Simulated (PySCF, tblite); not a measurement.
# C₃H₁₀OPSi radical: geometry, infrared bands and EPR parameters

What infrared bands and EPR parameters should C₃H₁₀OPSi radical (`[CH2][C@@H](C)O[SiH2]P`) show?

Programs: tblite 0.8.0 and PySCF 2.14.0, with density-fitted response routines of our own. Each step states its level of theory. These are calculated values for one molecule in the gas phase, unless marked as measured. Atoms count from 0, in the outputs and in this text.

**1. The molecule as given**

16 atoms, charge 0, multiplicity 2; geometry from: force field or distance geometry start.

Bonds of the start (Å): C0–C1 1.53, C1–C2 1.49, C1–O3 1.38, O3–Si4 1.70, Si4–P5 2.20, C0–H6 1.11, C0–H7 1.11, C1–H8 1.12, C2–H9 1.13, C2–H10 1.11, C2–H11 1.10, Si4–H12 1.48, Si4–H13 1.47, P5–H14 1.46, P5–H15 1.47.

**2. Optimising the geometry with GFN2-xTB**

The job: settings as JSON, then the geometry in Å.

```
{"job": {"kind": "relax", "xc": "GFN2-xTB", "basis": "xTB"}, "charge": 0, "multiplicity": 2}
C     -1.146600    -1.088000     1.562500
C     -0.820400    -0.055300     0.487900
C     -1.551800     1.217800     0.749700
O      0.541600     0.094200     0.307400
Si     1.084400    -0.422500    -1.213500
P      3.277400    -0.326200    -1.404100
H     -1.884800    -0.618400     2.245700
H     -1.600500    -1.973600     1.066600
H     -1.188300    -0.498500    -0.471900
H     -2.454000     1.209900     0.068000
H     -1.970300     1.212400     1.772500
H     -0.926200     2.099900     0.552400
H      0.500700     0.498400    -2.211700
H      0.617000    -1.779600    -1.528800
H      3.616000     1.001600    -1.896500
H      3.898400    -0.563300    -0.097700
```

Run with:

```sh
> OMP_NUM_THREADS=1 python probes_run.py task.json out
```

The driver reads the jobs from task.json and runs them one after another.

**Question.** This job is followed by: GFN2-xTB harmonic vibrations, gas phase; UKS B3LYP, pcH-1 on C H O P Si, non-relativistic, mean-field spin-orbit, GIAO. What will the session give for the following? strongest single infrared mode (GFN2-xTB); zero-point energy (GFN2-xTB); g(iso) (B3LYP); ⟨S²⟩; largest a(iso) (averaged by class); potential on the surface of density 0.002 e/bohr³, 1st and 99th percentile.

The runs gave:

```
                                                                  quantity                  value
                                 strongest single infrared mode (GFN2-xTB)  2156 cm⁻¹, 301 km/mol
                                              zero-point energy (GFN2-xTB)          72.6 kcal/mol
                                                            g(iso) (B3LYP)                2.00244
                                                                      ⟨S²⟩     0.753 (exact 0.75)
                                        largest a(iso) (averaged by class)    13C on C0, 99.9 MHz
potential on the surface of density 0.002 e/bohr³, 1st and 99th percentile     -1.13 V and 1.07 V
```

**Reading.** Over 138 steps the energy fell by 1.641 eV; of the close pairs, O3–Si4 changed most, 1.696 to 1.608 Å. All 42 modes are real, so the xTB geometry is a minimum. The strongest single mode, at 2156 cm⁻¹, moves mainly H12. GFN2-xTB is a fitted tight-binding method: band positions and strengths are rough. Its intensities can rank the bands wrongly. Most of the unpaired spin sits on C0 (1.08 e). The isotropic g lies 0.1 ppt above the free-electron value.
